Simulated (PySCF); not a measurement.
# SbBr (triplet): changing the method

What do other methods print for SbBr (triplet)?

Program: PySCF 2.14.0. Level of theory: each script names its method and basis. These are calculated values, not measurements.

5 further runs of the same task are left out: 3 for a known fault of the program, 2 that didn't finish.

### 1 The starting structure

SbBr (triplet): 2 atoms, charge 0, spin multiplicity 3.

Bond lengths: Sb1–Br2 2.852 Å.

### 2 The base run

Contents of input.py:

```python
from pyscf import gto, scf, mp

mol = gto.M(
    atom='Sb 0 0 0; Br 0 0 2.852',
    basis='lanl2dz',
    ecp={'Sb': 'lanl2dz', 'Br': 'lanl2dz'},
    charge=0,
    spin=2,
    verbose=4,
)
mf = scf.UHF(mol)
mf.kernel()
mp.MP2(mf).kernel()
mf.dip_moment()
print('orbital energies (hartree):', [e[max(0, n-3):n+3].round(4) for e, n in zip(mf.mo_energy, mol.nelec)])
```

On the command line:

```bash
> OMP_NUM_THREADS=1 python input.py
```

The log of this run is left out.

It gives: E(SCF) = -18.200653 Eh, 13 cycles, E(MP2) − E(SCF) = -0.03630 Eh, ⟨S²⟩ = 2.138, μ = 4.40 D (of the SCF density).

The bond length is a typed value, not an optimised one. The triplet is typed in the script; nothing here shows that it is the ground state.

### 3 Frozen orbitals 1

Run 1 changes frozen orbitals: none → 1.

Contents of input.py:

```python
from pyscf import gto, scf, mp

mol = gto.M(
    atom='Sb 0 0 0; Br 0 0 2.852',
    basis='lanl2dz',
    ecp={'Sb': 'lanl2dz', 'Br': 'lanl2dz'},
    charge=0,
    spin=2,
    verbose=4,
)
mf = scf.UHF(mol)
mf.kernel()
mp.MP2(mf, frozen=1).kernel()
mf.dip_moment()
print('orbital energies (hartree):', [e[max(0, n-3):n+3].round(4) for e, n in zip(mf.mo_energy, mol.nelec)])
```

On the command line:

```bash
> OMP_NUM_THREADS=1 python input.py
```

### 4 Gradient

Run 2 changes step after the SCF: mp2 → gradient.

Edit input.py of step 2 so:

```diff
@@ -1,2 +1,2 @@
-from pyscf import gto, scf, mp
+from pyscf import gto, scf
 
@@ -12,3 +12,3 @@
 mf.kernel()
-mp.MP2(mf).kernel()
+mf.nuc_grad_method().kernel()
 mf.dip_moment()
```

### 5 Population analysis

Run 3 changes step after the SCF: mp2 → analyze.

Edit input.py of step 2 so:

```diff
@@ -1,2 +1,2 @@
-from pyscf import gto, scf, mp
+from pyscf import gto, scf
 
@@ -12,3 +12,3 @@
 mf.kernel()
-mp.MP2(mf).kernel()
+mf.mulliken_pop()
 mf.dip_moment()
```

Q: Predict the outcome of this session. Wanted: for each run, E(SCF); from base; gap, α spin; SCF dipole; after the SCF.

As calculated:

```tsv
run	E(SCF) (hartree)	from base (eV)	cycles	gap, α spin (eV)	SCF dipole (D)	after the SCF
base	-18.200653	0	13	9.01	4.40	MP2 correlation -0.988 eV
frozen orbitals 1	-18.200653	0.0000	13	9.01	4.40	MP2 correlation -0.886 eV, core frozen
gradient	-18.200653	0.0000	13	9.01	4.40	n/a
population analysis	-18.200653	0.0000	13	9.01	4.40	n/a
```

Total energies from different bases, Hamiltonians or methods carry different errors, so properties are taken as differences within one set-up.
